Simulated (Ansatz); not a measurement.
# ClGeH3Se: vertical and adiabatic energies of changing the electron count from a Python script

The task is vertical and adiabatic energies of changing the electron count, for ClGeH3Se.

All numbers are computed with the Python package of Ansatz 0.2.0. Level of theory: PBE0+D4/def2-SVP.

### Step 1. Starting point

Bond lengths: Cl1–Ge2 2.102 Å, Ge2–Se3 2.333 Å, Ge2–H4 1.540 Å, Ge2–H5 1.562 Å, Se3–H6 1.555 Å. Angles: Cl1–Ge2–Se3 108.7°, Cl1–Ge2–H4 111.9°, Cl1–Ge2–H5 110.3°, Se3–Ge2–H4 108.6°, Se3–Ge2–H5 110.1°, H4–Ge2–H5 107.2°, Ge2–Se3–H6 90.9°.

No structure file is read: the coordinates are typed or built in the script.

### Step 2. The code

Input file adiabatic.py:

```python
'''Vertical and adiabatic ionisation of ClGeH3Se.'''

import warnings

import ansatz
import numpy as np

warnings.simplefilter('ignore', ansatz.DeckWarning)

geometry_ang = [
    ('Cl', (-2.3321, 0.6934, -0.3665)),
    ('Ge', (-0.3483, -0.0012, -0.4007)),
    ('Se', (0.577, 0.2701, 1.7234)),
    ('H', (-0.2676, -1.4898, -0.7857)),
    ('H', (0.4859, 0.7935, -1.4557)),
    ('H', (1.9272, -0.33, 1.239)),
]
clgeh3se = ansatz.Crystal.molecule()
for symbol, xyz in geometry_ang:
    clgeh3se = clgeh3se.atom(symbol, xyz)

calculation = (
    clgeh3se.calculation()
    .basis(gaussian='def2-SVP')
    .functional('PBE0', dispersion='d4')
)
symbols = [site.symbol for site in clgeh3se.cartesian_sites]
start = np.array([site.position_ang for site in clgeh3se.cartesian_sites], dtype=float)
summary = calculation.relax(force_tolerance=0.01).run(threads=1, pin='off').report
end = np.array(summary['positions_ang'])

minimum = ansatz.Crystal.molecule()
for symbol, place in zip(symbols, end):
    minimum = minimum.atom(symbol, place.tolist())
ion = (
    minimum.calculation()
    .basis(gaussian='def2-SVP')
    .functional('PBE0', dispersion='d4')
    .charge(1)
    .spin('collinear', total=1)
)
vertical = ion.run(threads=1, pin='off').report
settled = ion.relax(force_tolerance=0.01, max_steps=80).run(threads=1, pin='off').report
print(f'vertical ionisation energy   {vertical["free_energy_ev"] - summary["free_energy_ev"]:.3f} eV')
print(f'adiabatic, no zero point     {settled["free_energy_ev"] - summary["free_energy_ev"]:.3f} eV')
print(f'relaxation energy of the ion {vertical["free_energy_ev"] - settled["free_energy_ev"]:.3f} eV')
ionised = np.array(settled['positions_ang'])
print('final positions (A) and the move of each atom')
for symbol, xyz, old in zip(symbols, ionised, end):
    print(f'{symbol:2s} {xyz[0]:10.5f} {xyz[1]:10.5f} {xyz[2]:10.5f}   {np.linalg.norm(xyz - old):7.4f}')
```

### Step 3. What the engine is handed

The engine receives this input (first run):

```yaml
crystal:
  periodic: [false, false, false]
  atoms:
    - { symbol: Cl, position_ang: [-2.3321, 0.6934, -0.3665] }
    - { symbol: Ge, position_ang: [-0.3483, -0.0012, -0.4007] }
    - { symbol: Se, position_ang: [0.577, 0.2701, 1.7234] }
    - { symbol: H, position_ang: [-0.2676, -1.4898, -0.7857] }
    - { symbol: H, position_ang: [0.4859, 0.7935, -1.4557] }
    - { symbol: H, position_ang: [1.9272, -0.33, 1.239] }
basis:
  gaussian:
    orbitals: def2-SVP
hamiltonian:
  xc: pbe0
  dispersion: d4
relax:
  f_tol: 0.01
```

### Step 4. The run

Command:

```bash
$ python adiabatic.py
```

Without the output at hand: what should come out? Wanted: vertical ionisation energy; adiabatic ionisation energy, no zero point.

As calculated:

| quantity | value |
| --- | --- |
| vertical ionisation energy | 9.462 eV |
| adiabatic ionisation energy, no zero point | 9.210 eV |
| runs compared | 3 |

**Reading.** The ionisation energy is a difference of two total energies at the neutral geometry; letting the ion relax lowers it by 0.25 eV. The dearest, run 3, took some 5.7 times as long as run 2. Run 1: The relaxation took 5 moves; the largest shift is 0.095 Å, of atom 6 (H). Run 3: After 5 moves the largest shift is 0.188 Å, of atom 2 (Ge). The energies are electronic: no zero-point or thermal terms, and the basis set is short of its limit. The product may relax into another structure. Each relaxation finds its nearest minimum, which needn't be the lowest.
